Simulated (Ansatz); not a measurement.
**C4H11BO: basis-set convergence**

An exercise on one series of results from a longer session: the logs are not shown, and one member is left open.

Computed with Ansatz 0.2.0, Gaussian basis. Level: one geometry, several basis sets.

Plan: PBE0-D4/def2-SVP; ωB97M-V/def2-SVP; PBE0-D4/def2-QZVPP; ωB97M-V/def2-QZVPP; the functionals' def2-TZVPP values are taken from earlier runs.

## The relaxed structure

All runs share one geometry, relaxed beforehand with PBE0-D4 in a triple-zeta def2 set.

SMILES `CCB(O)CC`, 17 atoms, charge 0, spin multiplicity 1.

Atoms are counted from 1 here; the program's logs count them from 0.

Bond lengths: C1–C2 1.525 Å, C1–H7 1.093 Å, C1–H8 1.093 Å, C1–H9 1.093 Å, C2–B3 1.573 Å, C2–H10 1.102 Å, C2–H11 1.095 Å, B3–O4 1.365 Å, B3–C5 1.581 Å, O4–H12 0.961 Å, C5–C6 1.534 Å, C5–H13 1.098 Å, C5–H14 1.095 Å, C6–H15 1.092 Å, C6–H16 1.094 Å, C6–H17 1.093 Å. Angles: C2–C1–H7 111.4°, C2–C1–H8 111.7°, C2–C1–H9 111.7°, H7–C1–H8 107.2°, H7–C1–H9 107.2°, H8–C1–H9 107.3°, C1–C2–B3 116.8°, C1–C2–H10 108.8°, C1–C2–H11 110.8°, B3–C2–H10 104.9°, B3–C2–H11 109.8°, H10–C2–H11 104.9°, C2–B3–O4 116.0°, C2–B3–C5 123.9°, O4–B3–C5 120.1°, B3–O4–H12 113.0°, B3–C5–C6 111.1°, B3–C5–H13 110.6° and more.

Set-up of the first run:

The input, in.yaml:

```yaml
crystal:
  periodic: [false, false, false]
  atoms:
    - {symbol: C, position_ang: [-0.807127, -0.357827, -1.825917]}
    - {symbol: C, position_ang: [-0.253491, -1.371973, -0.830058]}
    - {symbol: B, position_ang: [0.290161, -0.803849, 0.532224]}
    - {symbol: O, position_ang: [0.128169, -1.607319, 1.624164]}
    - {symbol: C, position_ang: [0.993042, 0.604397, 0.681290]}
    - {symbol: C, position_ang: [-0.026909, 1.698547, 1.023546]}
    - {symbol: H, position_ang: [-1.714120, 0.120269, -1.446460]}
    - {symbol: H, position_ang: [-1.064042, -0.825620, -2.779418]}
    - {symbol: H, position_ang: [-0.086050, 0.436425, -2.037184]}
    - {symbol: H, position_ang: [0.607943, -1.883955, -1.287758]}
    - {symbol: H, position_ang: [-0.983256, -2.164792, -0.636967]}
    - {symbol: H, position_ang: [0.526196, -1.244626, 2.419987]}
    - {symbol: H, position_ang: [1.759404, 0.572221, 1.466644]}
    - {symbol: H, position_ang: [1.512687, 0.878689, -0.242604]}
    - {symbol: H, position_ang: [-0.783249, 1.798054, 0.241512]}
    - {symbol: H, position_ang: [-0.553161, 1.478584, 1.956633]}
    - {symbol: H, position_ang: [0.453803, 2.672765, 1.140385]}
basis:
  gaussian: {orbitals: def2-SVP}
hamiltonian: {xc: pbe0, dispersion: d4}
output: {orbitals: {seedname: orbitals}}
```

On the command line:

```console
$ ansatz run in.yaml --threads 4 --pin off --events-out ev --progress --plain --max-ram 11315MiB
```

Steps of the session up to this table: PBE0-D4 in def2-SVP; ωB97M-V in def2-SVP; PBE0-D4 in def2-QZVPP; ωB97M-V in def2-QZVPP.

One of the session's tables, all rows but one given; the rest of the session is left out.

It belongs to the step «Density functionals: the series». 

| functional | basis | HOMO (eV) | LUMO (eV) |
| --- | --- | --- | --- |
| PBE0-D4 | def2-SVP | -7.75 | 0.65 |
| PBE0-D4 | def2-TZVPP | ? | ? |
| PBE0-D4 | def2-QZVPP | -7.84 | 0.18 |
| ωB97M-V | def2-SVP | -10.05 | 2.61 |
| ωB97M-V | def2-TZVPP | -10.13 | 2.03 |
| ωB97M-V | def2-QZVPP | -10.14 | 1.39 |

Q: Estimate the row for PBE0-D4, def2-TZVPP from the others.

As computed: HOMO (eV): -7.83; LUMO (eV): 0.38. In the column «HOMO (eV)» it lies between PBE0-D4, def2-QZVPP (-7.84) and PBE0-D4, def2-SVP (-7.75).
